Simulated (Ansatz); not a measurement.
# BaSi3 (AuCu3 type): other levels of theory at one geometry

An exercise on one series of results from a longer session: the logs are not shown, and one member is left open.

Method: DFT at several levels, plane waves, PAW, in Ansatz 0.2.0.

2 further runs of the same task are left out: 2 that didn't finish.

## The system as given

It takes space group Pm-3m (No. 221, cubic). Conventional cell: a = 4.487 Å, b = 4.487 Å, c = 4.487 Å, α = 90.00°, β = 90.00°, γ = 90.00°. Around Ba (site symmetry m-3m) lie 12 Si at 3.17 Å. Around Si (site symmetry 4/mmm) lie 4 Ba at 3.17 Å and 8 Si at 3.17 Å.

As a file:

```
CELL_PARAMETERS angstrom
4.48722 0.00000 0.00000
0.00000 4.48722 0.00000
0.00000 0.00000 4.48722
ATOMIC_POSITIONS crystal
Ba 0.00000 0.00000 0.00000
Si 0.00000 0.50000 0.50000
Si 0.50000 0.50000 0.00000
Si 0.50000 0.00000 0.50000
```

An earlier run at PBE left this cell at 22.588 Å³/atom and 0.00 GPa (8×8×8 mesh), a metal on this mesh.

Levels to run: PBE+SOC; r²SCAN; PBEsol; LDA. Hardware: 2 threads of Arm Neoverse V2, shared host.

The first run:

The input, input.yaml:

```yaml
crystal:
  lattice:
    - [4.4872196948, 0.0, 0.0]
    - [0.0, 4.4872196948, 0.0]
    - [0.0, 0.0, 4.4872196948]
  atoms:
    - { symbol: Ba, position: [0.0, 0.0, 0.0] }
    - { symbol: Si, position: [0.0, 0.5, 0.5] }
    - { symbol: Si, position: [0.5, 0.5, 0.0] }
    - { symbol: Si, position: [0.5, 0.0, 0.5] }
basis:
  ecutwfc: 420
  ecutrho_ratio: 4
kpoints:
  mp_grid: { grid: [8, 8, 8] }
hamiltonian:
  xc: pbe
scf:
  occupations: { method: gaussian, width: 0.05 }
output:
  forces: true
  stress: true
  eigenvalues: true
  populations: true
  dos: { projected: true, de: 0.02 }
  write_density: true
  write_potential: true
  elf: true
  volumetric_format: npy
magnetization:
  noncollinear: true
  spin_orbit: true
```

Command:

```sh
ansatz run input.yaml --threads 2 --pin off --max-ram 2662MiB --backend cpu --events-out ev --progress --plain --runs-dir out
```

Steps of the session up to this table: PBE+SOC; r²SCAN; PBEsol; LDA.

One of the session's tables, all rows but one given; the rest of the session is left out.

```
  level  pressure (GPa)
    PBE             0.0
    LDA            -3.5
 PBEsol            -2.6
PBE+SOC             0.0
 r²SCAN               ?
```

Q: Estimate the row for r²SCAN from the others.

The run gave: pressure (GPa): 1.0. In the column «pressure (GPa)» it is the highest.

The pressure runs from -3.5 GPa (LDA) to 1.0 GPa (r²SCAN); a negative pressure means that level wants a smaller cell, a positive one a larger cell. Total energies of different levels have different zeros and can't be compared.
